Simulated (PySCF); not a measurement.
# Cl4Ga ([GaCl4]-): the cost of one run

Programs: PySCF 2.14.0, with routines of our own; each step states its level. All values are computed. Atoms count from 0.

### Step 1. The starting structure

5 atoms, charge -1, multiplicity 1; geometry from: GFN2-xTB.

### Step 2. NMR shieldings: PBE0/pcSseg-1 Ga:us-x2c-TZVPall-2c, spin–orbit

Job settings and geometry (Å):

```
{"job": {"xc": "PBE0", "basis": {"default": "pcSseg-1", "Ga": "us-x2c-TZVPall-2c"}, "rel": "so", "kind": "hnmr"}, "charge": -1, "multiplicity": 1}
Ga     0.000430    -0.000430    -0.000240
Cl     0.010330    -0.016710     2.171130
Cl     2.044070     0.010770    -0.733200
Cl    -1.031040     1.775940    -0.704760
Cl    -1.023790    -1.769570    -0.732920
```

Method: PBE0/pcSseg-1 Ga:us-x2c-TZVPall-2c GIAO NMR shielding, X2C with spin-orbit coupling, screened-nuclear two-electron part, Gaussian nuclei, gas phase.

Run with:

```sh
> OMP_NUM_THREADS=1 python heavy_run.py task.json out
```

One launch serves the whole session: the jobs run in the order shown.

**Question.** How long does this first job take on 1 thread of Arm Neoverse V1, shared host, and how much memory does it need?

About 1.9 min, with a peak of 1 GiB.
